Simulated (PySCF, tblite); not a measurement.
**CH15NOSi5: geometry, infrared bands and NMR shifts**

What infrared bands and NMR shifts should CH15NOSi5 (`O[SiH2][Si@H]([SiH3])N([SiH3])C[SiH3]`) show?

Computed with tblite 0.8.0 and PySCF 2.14.0, with density-fitted response routines of our own, on a single molecule in the gas phase. Atoms count from 0, in the outputs and in this text.

## Step 1: The molecule as given

23 atoms, charge 0, multiplicity 1; geometry from: force field or distance geometry start.

Bonds of the start (Å): O0–Si1 1.67, Si1–Si2 2.36, Si2–Si3 2.33, Si2–N4 1.72, N4–Si5 1.71, N4–C6 1.49, C6–Si7 1.89, O0–H8 0.97, Si1–H9 1.50, Si1–H10 1.48, Si2–H11 1.49, Si3–H12 1.48, Si3–H13 1.49, Si3–H14 1.49, Si5–H15 1.47, Si5–H16 1.48, Si5–H17 1.48, C6–H18 1.10, C6–H19 1.09, Si7–H20 1.48, Si7–H21 1.48, Si7–H22 1.49.

## Step 2: Geometry optimisation with GFN2-xTB

The job: settings as JSON, then the geometry in Å.

```
{"job": {"kind": "relax", "xc": "GFN2-xTB", "basis": "xTB"}, "charge": 0, "multiplicity": 1}
O     -1.887100     1.454800     1.625200
Si    -2.390500     0.225800     0.619200
Si    -0.686400    -0.273300    -0.933200
Si    -1.500200    -2.139900    -2.056700
N      0.934900    -0.289000    -0.364800
Si     1.146400    -1.445300     0.873500
C      1.938200     0.761100    -0.708300
Si     1.916600     2.301700     0.391400
H     -1.583100     2.269000     1.196700
H     -2.658800    -0.981400     1.459700
H     -3.621500     0.642700    -0.078400
H     -0.719500     0.857500    -1.903700
H     -2.843300    -1.860700    -2.619100
H     -0.570600    -2.534200    -3.151000
H     -1.628100    -3.282400    -1.104200
H      0.554400    -2.739300     0.492000
H      0.529000    -0.919600     2.112900
H      2.606800    -1.609600     1.078100
H      2.947300     0.332600    -0.661500
H      1.811000     1.079500    -1.740700
H      2.261900     1.956500     1.792800
H      2.882100     3.304500    -0.113900
H      0.555700     2.916000     0.396100
```

The run is started by

```
$ OMP_NUM_THREADS=1 python probes_run.py task.json out
```

One launch serves the whole session: the jobs run in the order shown.

**Question.** This job is followed by: GFN2-xTB harmonic vibrations, gas phase; GIAO PBE0/pcSseg-1 NMR shielding, non-relativistic, gas phase. Predict these results of the whole session: strongest single infrared mode (GFN2-xTB); zero-point energy (GFN2-xTB); 13C shifts against TMS (PBE0/pcSseg-1); 1H shifts against TMS (PBE0/pcSseg-1, means over atoms taken as alike); 17O shifts against H2O (PBE0/pcSseg-1); 29Si shifts against TMS (PBE0/pcSseg-1); 15N shifts against NH3 (PBE0/pcSseg-1).

**Answer**, as computed:

| quantity | value |
| --- | --- |
| strongest single infrared mode (GFN2-xTB) | 778 cm⁻¹, 1131 km/mol |
| zero-point energy (GFN2-xTB) | 89.8 kcal/mol |
| 13C shifts against TMS (PBE0/pcSseg-1) | 39.9 ppm |
| 1H shifts against TMS (PBE0/pcSseg-1, means over atoms taken as alike) | 5.67, 5.25, 5.11, 4.69, 3.90, 3.61, 2.91, 2.81, 0.49 ppm |
| 17O shifts against H2O (PBE0/pcSseg-1) | 0.9 ppm |
| 29Si shifts against TMS (PBE0/pcSseg-1) | -26.6, -29.4, -52.4, -83.2, -116.0 ppm |
| 15N shifts against NH3 (PBE0/pcSseg-1) | -14.8 ppm |

In words: Relaxing lowered the energy by 0.501 eV in 287 steps; the close pair that moved most is Si2–N4, from 1.718 to 1.767 Å. All 63 modes are real, so the xTB geometry is a minimum. GFN2-xTB is a fitted tight-binding method: band positions and strengths are rough. Its intensities can rank the bands wrongly. At PBE0/pcSseg-1: Shielding is most anisotropic at Si2 (span 162 ppm, paramagnetic term -506 ppm).
